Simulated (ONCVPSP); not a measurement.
# P: the cost of one run

The numbers are computed with ONCVPSP 4.0.1 (LDA (Perdew-Wang 92), scalar-relativistic, spin-unpolarised reference atom).

## Step 1: The atom and the settings

The settings as typed:

| Item | Value |
| --- | --- |
| element | phosphorus (P, Z = 15) |
| type | optimised norm-conserving Vanderbilt (ONCV) |
| frozen core | [He] |
| valence charge | 13 |
| reference configuration | 2s2 2p6 3s2 3p3 |
| partial waves | 2s+3s: rc 0.70 bohr, ncon 4, nbas 9, qcut 21.5 1/bohr, 3 projectors, debl 1.4 Ha; 2p+3p: rc 0.70 bohr, ncon 4, nbas 9, qcut 15.3 1/bohr, 2 projectors; d scattering state at 0.27 Ha: rc 0.65 bohr, ncon 3, nbas 6, qcut 14.8 1/bohr, 2 projectors, debl 2.5 Ha |
| local potential | polynomial inside 0.60 bohr (lpopt 5, dvloc0 -1 Ha) |
| core correction | Teter function, fcfact 3, rcfact 1.5 |

The outer shells as boxes (Hund's rule for the drawing; the calculation is spin-unpolarised):

```
[He] core
2s [↑↓]
2p [↑↓][↑↓][↑↓]
3s [↑↓]
3p [↑ ][↑ ][↑ ]
```

The nodes and maxima of the atom's own shells, from an earlier all-electron run, set the scale for the radii.

All-electron outer shells of the reference configuration (LDA (PZ), scalar-relativistic, ld1.x):

| shell | level (eV) | outermost node (bohr) | outermost maximum (bohr) |
| --- | --- | --- | --- |
| 1s | -2076.07 | – | 0.07 |
| 2s | -173.14 | 0.14 | 0.42 |
| 2p | -124.52 | – | 0.35 |
| 3s | -14.02 | 0.66 | 1.56 |
| 3p | -5.60 | 0.64 | 1.83 |

## Step 2: The generation run

P.dat

```
# ATOM AND REFERENCE CONFIGURATION
# atsym  z   nc   nv     iexc    psfile
  P 15.00    1    4  -001012      upf
#
#   n    l    f
    1    0    2.00
    2    0    2.00
    2    1    6.00
    3    0    2.00
    3    1    3.00
#
# PSEUDOPOTENTIAL AND OPTIMIZATION
# lmax
    2
#
#   l,   rc,      ep,       ncon, nbas, qcut
    0    0.70    0.00    4    9   21.50
    1    0.70    0.00    4    9   15.30
    2    0.65    0.27    3    6   14.80
#
# LOCAL POTENTIAL
# lloc, lpopt,  rc(5),   dvloc0
    4    5    0.60   -1.00
#
# VANDERBILT-KLEINMAN-BYLANDER PROJECTORs
# l, nproj, debl
    0    3    1.40
    1    2    3.80
    2    2    2.50
#
# MODEL CORE CHARGE
# icmod, fcfact, rcfact
    3    3.00    1.50
#
# LOG DERIVATIVE ANALYSIS
# epsh1, epsh2, depsh
   -8.00    5.00    0.04
#
# OUTPUT GRID
# rlmax, drl
    6.00    0.01
#
# TEST CONFIGURATIONS
# ncnf
    4
# nvcnf
#   n    l    f
    4
    2    0    2.00
    2    1    6.00
    3    0    2.00
    3    1    2.00
#
    4
    2    0    2.00
    2    1    6.00
    3    0    2.00
    3    1    1.00
#
    4
    2    0    2.00
    2    1    6.00
    3    0    2.00
    3    1    0.00
#
    4
    2    0    2.00
    2    1    6.00
    3    0    1.00
    3    1    4.00
#
```

On the command line:

```sh
$ oncvpsp.x < P.dat > P.out
```

**Question.** How long does this run take on 1 thread of Intel Xeon Platinum 8488C, shared host?

About 4.8 s.
